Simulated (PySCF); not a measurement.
# C7H10F2: the cost of one run

Programs: PySCF 2.14.0, with routines of our own; each step states its level. All values are computed. Atoms count from 0.

### 1 The system as given

19 atoms, charge 0, multiplicity 1; geometry from: GFN2-xTB.

### 2 Magnetic properties: GIAO B97-2/pcSseg-1

What the job is given:

```
{"job": {"kind": "mag", "xc": "B97-2", "basis": "pcSseg-1", "isotopologues": 0}, "charge": 0, "multiplicity": 1}
F      3.105581     0.351828    -1.372232
C      2.830321    -0.307313    -0.230953
C      1.716195    -0.106413     0.446555
C      0.633329     0.849349     0.051070
C     -0.688999     0.130269    -0.155182
C     -0.654194    -0.804657    -1.348923
F     -1.847019    -1.462287    -1.511379
C     -1.971253     0.845966     0.151317
C     -1.499057    -0.264058     1.044643
H      3.623543    -0.989279     0.036224
H      1.558995    -0.675756     1.349192
H      0.918829     1.372658    -0.863902
H      0.509332     1.588692     0.845917
H     -0.470735    -0.250140    -2.276854
H      0.115543    -1.575457    -1.224323
H     -2.819988     0.655175    -0.487062
H     -1.918234     1.859711     0.517967
H     -1.119652    -0.007445     2.022297
H     -2.032342    -1.201591     1.013329
```

Method: GIAO B97-2/pcSseg-1 magnetisability, rotational g tensor and spin-rotation constants, non-relativistic, gas phase.

Command:

```
> OMP_NUM_THREADS=1 python excited_run.py task.json out
```

One launch serves the whole session: the jobs run in the order shown.

**Question.** How long does this first job take on 1 thread of Arm Neoverse V1, shared host, and how much memory does it need?

About 40 s, with a peak of 0.98 GiB.
